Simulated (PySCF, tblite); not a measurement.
# C₃H₁₁NPSi radical: geometry, infrared bands and EPR parameters

What infrared bands and EPR parameters should C₃H₁₁NPSi radical (`CC[CH]N[SiH2]P`) show?

Computed with tblite 0.8.0 and PySCF 2.14.0, with density-fitted response routines of our own, on a single molecule in the gas phase. Atoms count from 0, in the outputs and in this text.

**1. The starting structure**

17 atoms, charge 0, multiplicity 2; geometry from: force field or distance geometry start.

Bonds of the start (Å): C0–C1 1.51, C1–C2 1.50, C2–N3 1.41, N3–Si4 1.77, Si4–P5 2.20, C0–H6 1.12, C0–H7 1.12, C0–H8 1.10, C1–H9 1.13, C1–H10 1.12, C2–H11 1.09, N3–H12 1.05, Si4–H13 1.47, Si4–H14 1.48, P5–H15 1.44, P5–H16 1.46.

**2. Geometry optimisation with GFN2-xTB**

The job: settings as JSON, then the geometry in Å.

```
{"job": {"kind": "relax", "xc": "GFN2-xTB", "basis": "xTB"}, "charge": 0, "multiplicity": 2}
C     -2.150000    -0.783000     0.469000
C     -1.919200     0.216400    -0.637400
C     -0.571000     0.866500    -0.594000
N      0.294300     0.490300     0.450000
Si     1.995100     0.922000     0.187100
P      3.191500    -0.894800     0.539600
H     -3.173600    -1.223600     0.430400
H     -2.085100    -0.275200     1.460100
H     -1.459500    -1.642100     0.484200
H     -2.680800     1.035800    -0.514400
H     -2.172000    -0.255900    -1.617600
H     -0.534800     1.902300    -0.930100
H      0.252100    -0.548700     0.616000
H      2.482800     1.959600     1.107400
H      2.173600     1.422900    -1.194100
H      4.084200    -1.158200    -0.560400
H      2.265500    -2.022200     0.593100
```

The run is started by

```bash
$ OMP_NUM_THREADS=1 python probes_run.py task.json out
```

One launch serves the whole session: the jobs run in the order shown.

**Question.** This job is followed by: GFN2-xTB harmonic vibrations, gas phase; UKS B3LYP, pcH-1 on C H N P Si, non-relativistic, mean-field spin-orbit, GIAO. Predict these results of the whole session: strongest single infrared mode (GFN2-xTB); zero-point energy (GFN2-xTB); g(iso) (B3LYP); ⟨S²⟩; largest a(iso) (averaged by class); potential on the surface of density 0.002 e/bohr³, 1st and 99th percentile.

The runs gave:

| quantity | value |
| --- | --- |
| strongest single infrared mode (GFN2-xTB) | 2110 cm⁻¹, 310 km/mol |
| zero-point energy (GFN2-xTB) | 81.1 kcal/mol |
| g(iso) (B3LYP) | 2.00277 |
| ⟨S²⟩ | 0.753 (exact 0.75) |
| largest a(iso) (averaged by class) | 13C on C2, 98.7 MHz |
| potential on the surface of density 0.002 e/bohr³, 1st and 99th percentile | -0.80 V and 1.53 V |

**Reading.** Relaxing lowered the energy by 1.111 eV in 220 steps; the close pair that moved most is P5–H16, from 1.460 to 1.380 Å. All 45 modes are real, so the xTB geometry is a minimum. The strongest single mode, at 2110 cm⁻¹, moves mainly H14 and H13. GFN2-xTB is a fitted tight-binding method: band positions and strengths are rough. Its intensities can rank the bands wrongly. Most of the unpaired spin sits on C2 (0.86 e). The isotropic g lies 0.4 ppt above the free-electron value.
